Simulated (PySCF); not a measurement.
# CSSe (Carbon sulfide selenide): the cost of one run

The runs use PySCF 2.14.0, with density-fitted response routines of our own; the level of theory stands in each step. All values are computed, except where a source is named. Atoms count from 0, in the outputs and in this text.

### Step 1. The starting structure

3 atoms, charge 0, multiplicity 1; geometry from: GFN2-xTB. The atoms were then displaced at random by about 0.03 Å, so the start is not that level's minimum.

Bonds of the start (Å): S0–C1 1.49, C1–Se2 1.64.

### Step 2. Geometry optimisation at PBE0-D3(BJ)/def2-SVP

What the job is given:

```
{"job": {"xc": "PBE0", "basis": "def2-SVP", "d3": "d3bj", "grid": 1, "shake": 0.03, "kind": "geom"}, "charge": 0, "multiplicity": 1}
S     -1.512590    -0.182910     0.000490
C     -0.050920     0.082670    -0.014780
Se     1.570070     0.308360    -0.030700
```

The run is started by

```
$ OMP_NUM_THREADS=1 python probes_run.py task.json out
```

This one command runs all jobs of the session in turn.

**Question.** How long does this first job take on 1 thread of Arm Neoverse V1, shared host?

About 6 s.
